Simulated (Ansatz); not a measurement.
# CsGe3: the cost of one run

Program: Ansatz 0.2.0. Level of theory: DFT PBE, scalar-relativistic, plane waves, PAW. These are calculated values, not measurements.

2 further runs of the same task are left out: 1 that didn't finish, 1 set aside as unsound or not needed.

### Step 1. The structure to begin with

It takes space group Pm-3m (No. 221, cubic). The conventional cell has a = 4.199 Å, b = 4.199 Å, c = 4.199 Å, α = 90.00°, β = 90.00°, γ = 90.00°. Around Cs (site symmetry m-3m) lie 6 Ge at 2.10 Å. Ge (site symmetry 4/mmm) is surrounded by 2 Cs at 2.10 Å.

Structure file:

```
CELL_PARAMETERS angstrom
4.19934 0.00000 0.00000
0.00000 4.19934 0.00000
0.00000 0.00000 4.19934
ATOMIC_POSITIONS crystal
Cs 0.50000 0.50000 0.50000
Ge 0.00000 0.50000 0.50000
Ge 0.50000 0.00000 0.50000
Ge 0.50000 0.50000 0.00000
```

A structure generator made this guess: random cell by space group and Wyckoff sites (Pm-3m, No. 221). Lengths come from tabulated atomic sizes and are only a guess.

### Step 2. The guess as it stands, on a coarse mesh

The input, input.yaml:

```yaml
crystal:
  lattice:
    - [4.19933944, 0.0, 0.0]
    - [0.0, 4.19933944, 0.0]
    - [0.0, 0.0, 4.19933944]
  atoms:
    - { symbol: Cs, position: [0.5, 0.5, 0.5] }
    - { symbol: Ge, position: [0.0, 0.5, 0.5] }
    - { symbol: Ge, position: [0.5, 0.0, 0.5] }
    - { symbol: Ge, position: [0.5, 0.5, 0.0] }
basis:
  ecutwfc: 420
kpoints:
  mp_grid: { grid: [4, 4, 4] }
hamiltonian:
  xc: pbe
scf:
  occupations: { method: gaussian, width: 0.1 }
  lower_state_search: "off"
output:
  forces: true
  stress: true
  eigenvalues: true
```

Started as:

```
> ansatz run input.yaml --threads 1 --pin off --max-ram 2048MiB --backend cpu --events-out ev --progress --plain --runs-dir out
```

Q: Estimate wall time and peak memory on 1 thread of Arm Neoverse V1, shared host.

About 2.2 s, with a peak of 0.32 GiB.
